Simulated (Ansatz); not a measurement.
**GeNH4 (doublet): wave-function methods side by side, cc-pVDZ**

An exercise on one series of results from a longer session: the logs are not shown, and one member is left open.

The runs use Ansatz 0.2.0, Gaussian basis; cc-pVDZ, core rule «outside noble gas», up to 15 orbitals frozen.

The runs, in order: UHF; CCSD(T) on ROHF; CCSD(T) on UHF; BCCD(T) on ROHF; CISD; CCSDT(Q) on ROHF; CCSDT(Q) on UHF.

24 further runs of the same task are left out: 1 for a known fault of the program, 12 that didn't finish, 11 set aside as unsound or not needed.

### What is computed

The geometry is a PBE0/def2-TZVP stationary point (not a proven minimum). No spin-orbit coupling is included. The filled d shell of Ge may be among the frozen orbitals whatever the setting's name suggests; the logs give the count.

6 atoms, charge 0, spin multiplicity 2.

Atoms are counted from 1 here; the program's logs count them from 0.

Bond lengths: Ge1–N2 1.869 Å, Ge1–H3 1.542 Å, Ge1–H4 1.537 Å, Ge1–H5 1.537 Å, N2–H6 1.025 Å. Angles: N2–Ge1–H3 114.2°, N2–Ge1–H4 106.3°, N2–Ge1–H5 106.3°, H3–Ge1–H4 110.0°, H3–Ge1–H5 110.0°, H4–Ge1–H5 109.9°, Ge1–N2–H6 109.8°.

Geometry (Å):

```xyz
6
charge 0, multiplicity 2
Ge    0.00000    0.01318    0.29656
N     0.00000   -0.12773   -1.56708
H     0.00000    1.46300    0.82192
H     1.25775   -0.72279    0.78398
H    -1.25775   -0.72279    0.78398
H     0.00000    0.80803   -1.98533
```

Set-up of the first run:

in.yaml

```yaml
crystal:
  periodic: [false, false, false]
  atoms:
    - {symbol: Ge, position_ang: [0.000000, 0.013176, 0.296556]}
    - {symbol: N, position_ang: [0.000000, -0.127734, -1.567079]}
    - {symbol: H, position_ang: [0.000000, 1.462996, 0.821916]}
    - {symbol: H, position_ang: [1.257753, -0.722789, 0.783980]}
    - {symbol: H, position_ang: [-1.257753, -0.722789, 0.783980]}
    - {symbol: H, position_ang: [0.000000, 0.808032, -1.985333]}
basis:
  gaussian: {orbitals: cc-pVDZ}
magnetization: {spin_polarized: true, initial_magnetization: 1}
hamiltonian: {xc: hf}
output: {orbitals: {seedname: orbitals}}
```

On the command line:

```
$ ansatz run in.yaml --threads 1 --pin off --events-out ev --progress --plain --max-ram 2393MiB
```

Among the steps run: UHF; CCSD(T) on ROHF; CCSD(T) on UHF; BCCD(T) on ROHF; CISD; CCSDT(Q) on ROHF; CCSDT(Q) on UHF.

One of the session's tables, all rows but one given; the rest of the session is left out.

| method | from UCCSDT(Q) (kcal/mol) |
| --- | --- |
| ROHF | +180.53 |
| UHF | +177.82 |
| RMP2 | +29.04 |
| UMP2 | +29.09 |
| RCCSD | +4.75 |
| UCCSD | +4.70 |
| RCCSD(T) | +0.90 |
| UCCSD(T) | +0.89 |
| BCCD(T) | +0.88 |
| RCCSDT | +0.30 |
| UCCSDT | ? |
| RCCSDT(Q) | +0.03 |
| UCCSDT(Q) | 0 |

Q: Estimate the row for UCCSDT from the others.

**Answer.** from UCCSDT(Q) (kcal/mol): +0.28. In the column «from UCCSDT(Q) (kcal/mol)» it lies between RCCSDT(Q) (+0.03) and RCCSDT (+0.30).

Not comparable, so not listed: CISD (they don't share determinant, frozen orbitals or solution with the rows shown, or repeat one).

Limits of these values: Restricted and unrestricted rows rest on different reference determinants; where their highest levels disagree by more than a few hundredths of an eV, they describe different states and don't form one ladder.
